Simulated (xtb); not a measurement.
**CH6AlNO2 (SMILES C[NH][Al]([OH])[OH]) at GFN1-xTB (hydrogen mass 1 u, md dump 20 fs, md temperature 500 K, md time 0.2 ps)**

We compute molecular dynamics of CH6AlNO2. 

The results are computed with xtb 6.7.1.

3 further runs of the same task are left out: 2 that didn't finish, 1 set aside as unsound or not needed.

## (1) The molecule

CH6AlNO2: 11 atoms, total charge 0, spin state singlet. As SMILES, `C[NH][Al]([OH])[OH]`. Geometry: optimised at GFN1-xTB. This is one conformer, not always the lowest. The run starts from this shape.

Bond lengths: C1–N2 1.472 Å, N2–Al3 1.811 Å, Al3–O4 1.691 Å, Al3–O5 1.697 Å, C1–H6 1.097 Å, C1–H7 1.095 Å, C1–H8 1.094 Å, N2–H9 1.019 Å, O4–H10 0.955 Å, O5–H11 0.953 Å. Some angles: C1–N2–Al3 123.1°, N2–Al3–O4 113.6°, N2–Al3–O5 127.4°, O4–Al3–O5 117.1°, C1–N2–H9 107.7°, Al3–N2–H9 110.5°, N2–C1–H6 112.8°, N2–C1–H7 108.5°, N2–C1–H8 110.3°, Al3–O4–H10 135.9°.

## (2) Molecular dynamics at GFN1-xTB (hydrogen mass 1 u, md dump 20 fs, md temperature 500 K, md time 0.2 ps)

Contents of input.inp:

```
$md
   temp=500
   time=0.2
   step=0.1
   dump=20
   hmass=1
   shake=0
   nvt=false
$end
```

Contents of struc.xyz:

```xyz
11
CH6AlNO2
C     -0.846805    -0.584103     1.490509
N      0.042713    -0.882746     0.355920
Al     0.531238     0.356310    -0.871542
O      1.875643    -0.096140    -1.792778
O     -0.392194     1.661025    -1.441516
H     -0.339422    -0.039541     2.295925
H     -1.220780    -1.529244     1.896640
H     -1.703257     0.007264     1.154699
H      0.862185    -1.363063     0.723658
H      2.335162     0.254216    -2.553004
H     -1.144473     2.216031    -1.258512
```

Started as:

```
xtb struc.xyz --md --gfn 1 --input input.inp | tee struc.out
```

**Question.** What will come out? Wanted: potential energy of the last frame.

**Answer.** As computed:

Level: GFN1-xTB (hydrogen mass 1 u, md dump 20 fs, md temperature 500 K, md time 0.2 ps).

```
                          quantity         value
potential energy of the last frame  -19.27029 Eh
```
